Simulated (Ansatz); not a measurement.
Molecular dynamics of Li

Input:

```yaml
crystal:
  lattice:
    - [6.98, 0.0, 0.0]
    - [0.0, 6.98, 0.0]
    - [0.0, 0.0, 6.98]
  atoms:
    - { symbol: Li, position: [0.0, 0.0, 0.0] }
    - { symbol: Li, position: [0.5, 0.0, 0.0] }
    - { symbol: Li, position: [0.0, 0.5, 0.0] }
    - { symbol: Li, position: [0.0, 0.0, 0.5] }
    - { symbol: Li, position: [0.25, 0.25, 0.25] }
    - { symbol: Li, position: [0.5, 0.5, 0.0] }
    - { symbol: Li, position: [0.5, 0.0, 0.5] }
    - { symbol: Li, position: [0.75, 0.25, 0.25] }
    - { symbol: Li, position: [0.0, 0.5, 0.5] }
    - { symbol: Li, position: [0.25, 0.75, 0.25] }
    - { symbol: Li, position: [0.25, 0.25, 0.75] }
    - { symbol: Li, position: [0.5, 0.5, 0.5] }
    - { symbol: Li, position: [0.75, 0.75, 0.25] }
    - { symbol: Li, position: [0.75, 0.25, 0.75] }
    - { symbol: Li, position: [0.25, 0.75, 0.75] }
    - { symbol: Li, position: [0.75, 0.75, 0.75] }
basis:
  ecutwfc: 420.0
kpoints:
  mp_grid: { grid: [2, 2, 2] }
hamiltonian:
  xc: pbe
scf:
  occupations: { method: fermi_dirac, width: 0.11 }
  lower_state_search: "off"
md:
  timestep: 1
  n_steps: 250
  ensemble: nvt_langevin
  temperature: 1300.0
  initial_velocities: maxwell_boltzmann
  seed: 631806
  friction: 0.02
```

Command:

```bash
$ ansatz run input.yaml --threads 1 --pin off --max-ram 3072MiB --backend cpu --events-out ev --progress --plain --runs-dir out
```

It starts from a structure without forces on its atoms.

Output, in part (step lines):

```
md step     0: t =     0.00 fs  T =  1218.8 K  F+E_penalty+E_count = -3274.78935049 eV  E_kin = 2.520570 eV  (6 SCF iters)
md step     1: t =     1.00 fs  T =  1185.1 K  F+E_penalty+E_count = -3274.78466063 eV  E_kin = 2.451034 eV  (6 SCF iters)
md step     2: t =     2.00 fs  T =  1183.8 K  F+E_penalty+E_count = -3274.77099089 eV  E_kin = 2.448384 eV  (6 SCF iters)
md step     3: t =     3.00 fs  T =  1134.5 K  F+E_penalty+E_count = -3274.74891539 eV  E_kin = 2.346375 eV  (6 SCF iters)
md step     4: t =     4.00 fs  T =  1169.2 K  F+E_penalty+E_count = -3274.71800478 eV  E_kin = 2.418108 eV  (6 SCF iters)
md step     5: t =     5.00 fs  T =  1166.5 K  F+E_penalty+E_count = -3274.67857152 eV  E_kin = 2.412491 eV  (5 SCF iters)
md step     6: t =     6.00 fs  T =  1100.4 K  F+E_penalty+E_count = -3274.63426437 eV  E_kin = 2.275878 eV  (5 SCF iters)
md step     7: t =     7.00 fs  T =  1070.0 K  F+E_penalty+E_count = -3274.58641100 eV  E_kin = 2.212895 eV  (5 SCF iters)
[... lines left out ...]
md step   249: t =   249.00 fs  T =   989.8 K  F+E_penalty+E_count = -3271.68155521 eV  E_kin = 2.047159 eV  (5 SCF iters)
md step   250: t =   250.00 fs  T =  1006.8 K  F+E_penalty+E_count = -3271.73667788 eV  E_kin = 2.082185 eV  (6 SCF iters)
```

The steps, from the saved trajectory:

| time (fs) | T (K) | potential energy less start (eV) |
| --- | --- | --- |
| 0.0 | 1219 | 0.000 |
| 8.0 | 1013 | 0.255 |
| 16.0 | 785 | 0.745 |
| 24.0 | 635 | 1.169 |
| 32.0 | 699 | 1.393 |
| 40.0 | 671 | 1.602 |
| 48.0 | 723 | 1.700 |
| 56.0 | 916 | 1.806 |
| 64.0 | 1072 | 1.984 |
| 72.0 | 1117 | 2.286 |
| 80.0 | 1049 | 2.472 |
| 88.0 | 1548 | 2.372 |
| 96.0 | 1540 | 2.497 |
| 104.0 | 1236 | 2.867 |
| 112.0 | 1155 | 3.383 |
| 120.0 | 1271 | 3.245 |
| 128.0 | 1144 | 2.916 |
| 136.0 | 1169 | 2.860 |
| 144.0 | 1251 | 2.889 |
| 152.0 | 1036 | 3.012 |
| 160.0 | 1034 | 2.903 |
| 168.0 | 1290 | 2.600 |
| 176.0 | 1281 | 2.367 |
| 184.0 | 1247 | 2.521 |
| 192.0 | 834 | 3.005 |
| 200.0 | 1000 | 3.345 |
| 208.0 | 1163 | 3.179 |
| 216.0 | 1196 | 2.786 |
| 224.0 | 1152 | 2.693 |
| 232.0 | 1197 | 3.037 |
| 240.0 | 827 | 3.458 |
| 248.0 | 958 | 3.169 |

All steps were run. The mean temperature of the second half is 15 % below the set value. A run of 0.25 ps of so small a system gives no equilibrium averages. Limits of this set-up: coarse k mesh.

Mean squared displacements from the first frame to the last, about the centre of mass: Li 0.82 Å².

Last frame:

```xyz
16
Lattice="6.9800 0.0000 0.0000 0.0000 6.9800 0.0000 0.0000 0.0000 6.9800" Properties=species:S:1:pos:R:3
Li -0.323 0.829 0.362
Li 2.583 -0.335 0.023
Li -1.214 3.951 -0.250
Li -0.249 -0.146 3.277
Li -0.618 2.835 2.021
Li 2.956 2.876 -0.330
Li 2.571 -0.022 2.829
Li 3.761 1.571 2.748
Li -0.428 3.697 4.306
Li 1.700 4.318 1.601
Li 1.292 2.090 4.791
Li 3.213 3.867 3.471
Li 4.626 5.462 1.463
Li 5.058 1.102 4.974
Li 1.211 5.527 5.247
Li 4.859 5.668 4.457
```

The run took 8.8 min on 1 thread of Intel(R) Xeon(R) Platinum 8488C (Sapphire Rapids) (shared host), peak memory 0.56 GiB.
